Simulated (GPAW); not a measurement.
HPbNO4:

```xyz
7
Lattice="4.2753 -0.0004 0.0064 -2.0840 5.2077 -0.0491 -2.1238 -1.8657 4.9149" Properties=species:S:1:pos:R:3 pbc="T T T"
H     2.2338   -1.5247    4.4769
Pb    0.1373    4.0030    0.6652
N    -2.0197    1.5311    2.4473
O     2.2736    4.7756    0.1022
O    -1.9905    2.6889    2.9560
O     2.2225    1.4102    1.1945
O    -2.0163    0.5081    3.1892
```

The cell was built by a generator and needn't be a form met in nature.

* Program: GPAW 26.7.0
* Task: single point
* Functional: PBE
* Potentials or basis: GPAW PAW data sets (gpaw-data 1.2.1)
* Cutoff: 800 eV
* Basis: pw
* k mesh: 8 × 6 × 6
* Occupations: fermi-dirac, width 0.05 eV
* Spin: no spin polarisation

On this cell: pressure -0.3 GPa; largest force 0.119 eV/Å; band gap on the k mesh 2.81 eV, indirect (least direct gap 3.16 eV).

The same run follows on a disturbed copy (atoms moved at random, drawn with an rms of 0.05 Å):

```xyz
7
Lattice="4.2753 -0.0004 0.0064 -2.0840 5.2077 -0.0491 -2.1238 -1.8657 4.9149" Properties=species:S:1:pos:R:3 pbc="T T T"
H     2.1747   -1.5632    4.5058
Pb    0.1175    3.9633    0.6872
N    -1.9727    1.5530    2.4492
O     2.2871    4.7446    0.0830
O    -2.0428    2.6346    2.9537
O     2.2361    1.4521    1.1918
O    -2.0702    0.4914    3.1756
```

Problem. What changes?

Solution. The energy moves by +36.6 meV/atom; pressure 2.3 GPa; largest force 4.166 eV/Å; band gap on the k mesh 2.91 eV, indirect (least direct gap 3.30 eV).

Forces in eV/Å, atoms in the order of the input:
```
H    0.020  1.525 -1.031
Pb   0.088  0.210 -0.032
N   -1.810 -3.584 -1.112
O   -0.172 -1.595  1.102
O    0.574  3.643  1.788
O    0.618 -0.411 -0.399
O    0.683  0.213 -0.316
```

Stress tensor (GPa, compression positive):
```
-1.27 -0.51 -0.26
-0.51  6.08  1.85
-0.26  1.85  2.11
```

Caveats: spin-orbit coupling is left out, which as a rule narrows the gap of such compounds by several tenths of an eV.

A k mesh can miss the band edges.
